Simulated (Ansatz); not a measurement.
# MnPt3: the cost of one run

Computed with Ansatz 0.2.0 (DFT PBEsol, scalar-relativistic, plane waves, PAW, unless a step's input says otherwise).

1 further run of the same task is left out (set aside as unsound or not needed).

## Step 1: The starting structure

It takes space group Pm-3m (No. 221, cubic). Conventional cell: a = 3.873 Å, b = 3.873 Å, c = 3.873 Å, α = 90.00°, β = 90.00°, γ = 90.00°. Mn (site symmetry m-3m) has 12 Pt at 2.74 Å as nearest neighbours. Around Pt (site symmetry 4/mmm) lie 4 Mn at 2.74 Å and 8 Pt at 2.74 Å.

Structure file:

```cif
data_structure
_symmetry_space_group_name_H-M 'P 1'
_symmetry_Int_Tables_number 1
_cell_length_a 3.8730
_cell_length_b 3.8730
_cell_length_c 3.8730
_cell_angle_alpha 90.000
_cell_angle_beta 90.000
_cell_angle_gamma 90.000
_cell_volume 58.10
loop_
_atom_site_label
_atom_site_type_symbol
_atom_site_fract_x
_atom_site_fract_y
_atom_site_fract_z
_atom_site_occupancy
Mn1 Mn 0.00000 0.00000 0.00000 1
Pt1 Pt 0.00000 0.50000 0.50000 1
Pt2 Pt 0.50000 0.00000 0.50000 1
Pt3 Pt 0.50000 0.50000 0.00000 1
```

This cell was relaxed beforehand with the same method: volume 14.52 Å³/atom, gap on the mesh none (metal), site moments up to 3.7 μB.

## Step 2: Bands, states and charges

input.yaml reads:

```yaml
crystal:
  lattice:
    - [3.8730466588, 0.0, 0.0]
    - [0.0, 3.8730466588, 0.0]
    - [0.0, 0.0, 3.8730466588]
  atoms:
    - { symbol: Mn, position: [0.0, 0.0, 0.0], spin: 4.07 }
    - { symbol: Pt, position: [0.0, 0.5, 0.5], spin: 0.17 }
    - { symbol: Pt, position: [0.5, 0.0, 0.5], spin: 0.17 }
    - { symbol: Pt, position: [0.5, 0.5, 0.0], spin: 0.17 }
basis:
  ecutwfc: 420
kpoints:
  mp_grid: { grid: [12, 12, 12] }
  band_path:
    path:
      - [[0.0, 0.0, 0.0], [0.0, 0.5, 0.0], [0.5, 0.5, 0.0], [0.0, 0.0, 0.0], [0.5, 0.5, 0.5], [0.0, 0.5, 0.0]]
      - [[0.5, 0.5, 0.5], [0.5, 0.5, 0.0]]
    npoints: 14
hamiltonian:
  xc: pbesol
scf:
  occupations: { method: gaussian, width: 0.1 }
  n_extra_bands: 10
output:
  forces: true
  stress: true
  eigenvalues: true
  populations: true
  dos: { projected: true, de: 0.02, nscf_kmesh: { grid: [18, 18, 18] } }
  bader: true
  write_density: true
  write_potential: true
  elf: true
  volumetric_format: npy
magnetization:
  spin_polarized: true
checkpoint:
  read: start.run
  write: ck
  compress: false
  write_wavefunctions: false
  write_every: 100000
```

Command:

```
$ ansatz run input.yaml --threads 1 --pin off --max-ram 2560MiB --backend cpu --events-out ev --progress --plain --runs-dir out
```

What time and memory should one allow on 1 thread of Oxide Virtual Turin-like (Zen 5), shared host?

About 76 s, with a peak of 0.75 GiB.
